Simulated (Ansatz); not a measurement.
# ClGeH7N2OSi: geometry optimisation

The task is to find a stationary geometry of ClGeH7N2OSi.

Program: Ansatz 0.2.0, Gaussian basis. Level of theory: RKS PBE0-D4/def2-TZVP. These are calculated values, not measurements.

Levels to be run: relaxation at PBE0-D4/def2-TZVP.

1 further run of the same task is left out (set aside as unsound or not needed).

## (1) The starting structure

SMILES `[NH2][GeH2][O][SiH](N)Cl`, 13 atoms, charge 0, spin multiplicity 1.

Atoms are counted from 1 here; the program's logs count them from 0.

Bond lengths: N1–Ge2 1.795 Å, N1–H7 1.011 Å, N1–H8 1.012 Å, Ge2–O3 1.764 Å, Ge2–H9 1.498 Å, Ge2–H10 1.494 Å, O3–Si4 1.607 Å, Si4–N5 1.720 Å, Si4–Cl6 2.010 Å, Si4–H11 1.455 Å, N5–H12 1.007 Å, N5–H13 1.007 Å. Angles: Ge2–N1–H7 116.9°, Ge2–N1–H8 116.6°, H7–N1–H8 108.0°, N1–Ge2–O3 113.4°, N1–Ge2–H9 109.4°, N1–Ge2–H10 110.2°, O3–Ge2–H9 105.1°, O3–Ge2–H10 103.0°, H9–Ge2–H10 115.7°, Ge2–O3–Si4 145.8°, O3–Si4–N5 109.0°, O3–Si4–Cl6 111.0°, O3–Si4–H11 103.2°, N5–Si4–Cl6 104.6°, N5–Si4–H11 119.5°, Cl6–Si4–H11 109.6°, Si4–N5–H12 118.3°, Si4–N5–H13 119.2° and more.

The start is a GFN2-xTB geometry.

## (2) Geometry optimisation, PBE0-D4/def2-TZVP

The input, in.yaml:

```yaml
crystal:
  periodic: [false, false, false]
  atoms:
    - {symbol: N, position_ang: [-1.316910, -0.570800, 1.870180]}
    - {symbol: Ge, position_ang: [-0.502660, 0.973530, 1.453920]}
    - {symbol: O, position_ang: [0.012730, 1.061040, -0.230410]}
    - {symbol: Si, position_ang: [0.331310, 0.229470, -1.567780]}
    - {symbol: N, position_ang: [1.570630, -0.916160, -1.234510]}
    - {symbol: Cl, position_ang: [-1.249980, -0.882410, -2.120060]}
    - {symbol: H, position_ang: [-0.742840, -1.402930, 1.880370]}
    - {symbol: H, position_ang: [-2.169420, -0.784170, 1.368110]}
    - {symbol: H, position_ang: [0.756280, 1.105000, 2.254250]}
    - {symbol: H, position_ang: [-1.464840, 2.110720, 1.569970]}
    - {symbol: H, position_ang: [0.565310, 1.269790, -2.557700]}
    - {symbol: H, position_ang: [2.393550, -0.600950, -0.747650]}
    - {symbol: H, position_ang: [1.816830, -1.592130, -1.938700]}
basis:
  gaussian: {orbitals: def2-TZVP}
hamiltonian: {xc: pbe0, dispersion: d4}
relax: {f_tol: 0.005, max_steps: 150}
```

Started as:

```sh
ansatz run in.yaml --threads 2 --pin off --events-out ev --progress --plain --max-ram 32768MiB --backend cuda --devices 0, --max-vram 18GiB
```

Before running them: what should the planned runs give, taken together? Wanted: point group; shift from the start; total energy; dispersion term; dipole moment.

As calculated:

| quantity | value |
| --- | --- |
| point group | C1 |
| steps | 14 |
| shift from the start (rms) | 0.315 Å |
| total energy | -82047.4736 eV |
| dispersion term | -329 meV |
| dipole moment | 2.11 D |

**Reading.** The relaxed geometry lies 0.32 Å (rms) from the start; the bond that changed most is Si4–Cl6, from 2.010 to 2.065 Å. No vibrations were run, so it is not proven to be a minimum. The largest Mulliken charge, -0.62 e, sits on N5.
